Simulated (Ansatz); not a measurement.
# MgVOF2 under changes of volume

One of the cells (13.760 Å³/atom); the others are scaled copies at fixed shape and fractional positions:

```
CELL_PARAMETERS angstrom
4.80401 -2.07601 0.00000
4.80401 2.07601 0.00000
-0.06437 0.00000 3.44935
ATOMIC_POSITIONS crystal
V 0.97963 0.97963 0.00707
Mg 0.63706 0.63706 0.51684
F 0.12341 0.12341 0.51585
F 0.84071 0.84071 0.49969
O 0.53852 0.53852 0.01196
```

The cell comes from a database or a generator and needn't be the stable form of this composition.

```yaml
Program: Ansatz 0.2.0
Functional: PBE
Potentials_or_basis: Ansatz PAW
Cutoff: "420 eV (not typed: the program's choice for these potentials)"
k_mesh: 7 × 7 × 8
Occupations: fermi-dirac, width 0.05 eV
Spin: collinear spin, ferromagnetic start
Starting_moments: "[2.0, 0.0, 0.0, 0.0, 0.0] μB"
```

| volume (Å³/atom) | energy over the lowest point (meV/atom) | pressure (GPa) | largest force (eV/Å) |
| --- | --- | --- | --- |
| 12.935 | ? | ? | ? |
| 13.210 | 0.79 | 1.5 | 0.349 |
| 13.485 | 0.00 | -0.5 | 0.295 |
| 13.760 | 2.53 | -2.4 | 0.280 |
| 14.036 | 8.01 | -4.0 | 0.284 |
| 14.311 | 16.16 | -5.5 | 0.350 |
| 14.586 | 26.67 | -6.8 | 0.411 |

What does the run at 12.935 Å³/atom give?

Energy over the lowest point 5.23 meV/atom; pressure 3.7 GPa; largest force 0.444 eV/Å.

Worked out: A Birch-Murnaghan fit of order 3 (a polynomial in V^(-2/3)) to the other rows has its minimum at 13.41 Å³/atom with B0 = V·E''(V) = 97 GPa and B' = 4.3 at fixed shape and positions, which overstates the stiffness. It gives 5.25 meV/atom at 12.935 Å³/atom, against the run's 5.23, and -dE/dV = 3.8 GPa, against 3.7.

Energies are extrapolated to zero smearing.
